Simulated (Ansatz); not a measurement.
# CsIr3Pt: the cost of one run

Program: Ansatz 0.2.0. Level of theory: DFT PBE, scalar-relativistic, plane waves, PAW. These are calculated values, not measurements.

### Step 1. The system as given

Symmetry: Pm-3m, No. 221, cubic system. The conventional cell has a = 4.614 Å, b = 4.614 Å, c = 4.614 Å, α = 90.00°, β = 90.00°, γ = 90.00°. Cs (site symmetry m-3m) is surrounded by 12 Ir at 3.26 Å. Ir (site symmetry 4/mmm) is surrounded by 2 Pt at 2.31 Å. Pt (site symmetry m-3m) is surrounded by 6 Ir at 2.31 Å.

Coordinates:

```cif
data_structure
_symmetry_space_group_name_H-M 'P 1'
_symmetry_Int_Tables_number 1
_cell_length_a 4.6136
_cell_length_b 4.6136
_cell_length_c 4.6136
_cell_angle_alpha 90.000
_cell_angle_beta 90.000
_cell_angle_gamma 90.000
_cell_volume 98.20
loop_
_atom_site_label
_atom_site_type_symbol
_atom_site_fract_x
_atom_site_fract_y
_atom_site_fract_z
_atom_site_occupancy
Cs1 Cs 0.00000 0.00000 0.00000 1
Ir1 Ir 0.00000 0.50000 0.50000 1
Ir2 Ir 0.50000 0.00000 0.50000 1
Ir3 Ir 0.50000 0.50000 0.00000 1
Pt1 Pt 0.50000 0.50000 0.50000 1
```

The cell is invented: species swapped into a database cell of CdNi3N (Pm-3m, No. 221), with Cs on the Cd sites, Ir on the Ni sites and Pt on the N sites. The dimensions are guesses.

### Step 2. Probe: one point on a coarse mesh

The input, input.yaml:

```yaml
crystal:
  lattice:
    - [4.61364648, 0.0, 0.0]
    - [0.0, 4.61364648, 0.0]
    - [0.0, 0.0, 4.61364648]
  atoms:
    - { symbol: Cs, position: [0.0, 0.0, 0.0] }
    - { symbol: Ir, position: [0.0, 0.5, 0.5] }
    - { symbol: Ir, position: [0.5, 0.0, 0.5] }
    - { symbol: Ir, position: [0.5, 0.5, 0.0] }
    - { symbol: Pt, position: [0.5, 0.5, 0.5] }
basis:
  ecutwfc: 420
kpoints:
  mp_grid: { grid: [4, 4, 4] }
hamiltonian:
  xc: pbe
scf:
  occupations: { method: gaussian, width: 0.1 }
  lower_state_search: "off"
output:
  forces: true
  stress: true
  eigenvalues: true
```

On the command line:

```console
> ansatz run input.yaml --threads 1 --pin off --max-ram 2048MiB --backend cpu --events-out ev --progress --plain --runs-dir out
```

**Question.** How long does this run take on 1 thread of Intel Xeon Platinum 8259CL at 2.50GHz (Skylake/Cascade Lake), shared host, and how much memory does it need?

About 2.9 s, with a peak of 0.45 GiB.
